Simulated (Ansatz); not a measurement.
# MnGa4 (Im-3m): comparison of magnetic orders, by script

Which magnetic order of MnGa4 (Im-3m) lies lowest among those tried? A script is to give a comparison of magnetic orders; the system is MnGa4 (Im-3m).

Program: the Python package of Ansatz 0.2.0. Level of theory: DFT PBEsol, plane waves, PAW. These are calculated values, not measurements.

## (1) The system

Symmetry: Im-3m, No. 229, cubic system. Conventional cell: a = 5.544 Å, b = 5.544 Å, c = 5.544 Å, α = 90.00°, β = 90.00°, γ = 90.00°. Mn (site symmetry m-3m) has 8 Ga at 2.40 Å in its first shell of neighbours. Around Ga (site symmetry -3m) lie 2 Mn at 2.40 Å.

No structure file is read: the coordinates are typed or built in the script.

## (2) The code

Contents of run_orders.py:

```python
import ansatz as az
import numpy as np


def count_gap(report):
    # lowest empty less highest filled band, counting bands; zero where they overlap
    return max(report.get("gap_by_band_count_ev") or 0.0, 0.0)

CELL = [
    [-5.543729, 5.543729, 5.543729],
    [2.771864, -2.771864, 2.771864],
    [2.771864, 2.771864, -2.771864],
]
ATOMS = [
    ("Mn", [0.0, 0.0, 0.0]),
    ("Ga", [0.0, 0.0, 0.5]),
    ("Ga", [0.0, 0.5, 0.0]),
    ("Ga", [0.25, 0.0, 0.0]),
    ("Ga", [0.25, 0.5, 0.5]),
    ("Mn", [0.5, 0.0, 0.0]),
    ("Ga", [0.5, 0.0, 0.5]),
    ("Ga", [0.5, 0.5, 0.0]),
    ("Ga", [0.75, 0.0, 0.0]),
    ("Ga", [0.75, 0.5, 0.5]),
]


def build(moments):
    crystal = az.Crystal(lattice=az.Lattice.of(CELL))
    for (symbol, position), moment in zip(ATOMS, moments):
        crystal = crystal.atom(symbol, position, moment=moment or None)
    return crystal

orders = {
    "FM": [4, 0, 0, 0, 0, 4, 0, 0, 0, 0],
    "AFM": [4, 0, 0, 0, 0, -4, 0, 0, 0, 0],
}

rows = []
for label, moments in orders.items():
    calculation = (
        build(moments).calculation()
        .functional("PBEsol")
        .basis(470)
        .accuracy("medium")
        .kpoints(4)
        .occupations("cold")
        .eigensolver("auto", full_accuracy=True)
        .scf(max_iterations=150, extra_bands=8)
        .spin("collinear")
        .band_table()
    )
    summary = calculation.run(threads=1).report
    rows.append((label, summary["free_energy_ev"], summary["magnetization_mub"], summary["absolute_magnetization_mub"], max(abs(m) for m in summary["site_moments_mub"]), count_gap(summary)))
    print(label, "site moments:", [round(m, 2) for m in summary["site_moments_mub"]])

lowest = min(row[1] for row in rows)
rows = [(row[0], 1000 * (row[1] - lowest) / 2, *row[2:]) for row in sorted(rows, key=lambda row: row[1])]
print("         order  meV/magnetic atom         net muB    absolute muB  largest site muB  gap by band count eV")
for row in rows:
    print(f"{str(row[0]):>14s}  {row[1]:17.2f}  {row[2]:14.3f}  {row[3]:14.3f}  {row[4]:16.3f}  {row[5]:20.3f}")
print("lowest of these starts:", rows[0][0])
```

## (3) The input behind the calls

The engine receives this input (first run):

```yaml
crystal:
  lattice:
    - [-5.543729, 5.543729, 5.543729]
    - [2.771864, -2.771864, 2.771864]
    - [2.771864, 2.771864, -2.771864]
  atoms:
    - { symbol: Mn, position: [0.0, 0.0, 0.0], spin: 4.0 }
    - { symbol: Ga, position: [0.0, 0.0, 0.5] }
    - { symbol: Ga, position: [0.0, 0.5, 0.0] }
    - { symbol: Ga, position: [0.25, 0.0, 0.0] }
    - { symbol: Ga, position: [0.25, 0.5, 0.5] }
    - { symbol: Mn, position: [0.5, 0.0, 0.0], spin: 4.0 }
    - { symbol: Ga, position: [0.5, 0.0, 0.5] }
    - { symbol: Ga, position: [0.5, 0.5, 0.0] }
    - { symbol: Ga, position: [0.75, 0.0, 0.0] }
    - { symbol: Ga, position: [0.75, 0.5, 0.5] }
accuracy: medium
basis:
  ecutwfc: 470.0
kpoints:
  mp_grid:
    grid: [4, 4, 4]
hamiltonian:
  xc: pbesol
magnetization:
  spin_polarized: true
scf:
  max_iter: 150
  n_extra_bands: 8
  occupations:
    method: cold
  eigensolver:
    kind: auto
    full_accuracy: true
output:
  eigenvalues: true
```

## (4) The run

The run is started by

```
> python run_orders.py
```

Q: Predict the main results. Wanted: lowest; next above it by.

**Answer**, as computed:

| quantity | value |
| --- | --- |
| runs compared | 2 |
| lowest | run 2 (AFM) |
| next above it by | 0.0 meV/atom |

In words: Of those tried, run 2 (AFM) is lowest; run 1 (FM) lies 0.0 meV/atom above it: both runs ended in the same state, so the other start was lost. The dearest, run 2 (AFM), took some 7.4 times as long as run 1 (FM). Caveats:
- The SCF didn't keep the moments it started from (some shrank, vanished or turned); what is printed is the state reached.
- For a metal this k-point mesh is coarse: on a finer one energies can move by several to tens of meV an atom and pressures by half a GPa or more, differences at one mesh by less.
- The structure comes from a database of computed cells and needn't be a stable or known phase.
- Each row is the state reached from that start at the given structure, not necessarily the lowest of its order; other orders weren't tried. The starting moments were not kept in at least one run, so it stands on a weaker or other magnetic state than the one typed.
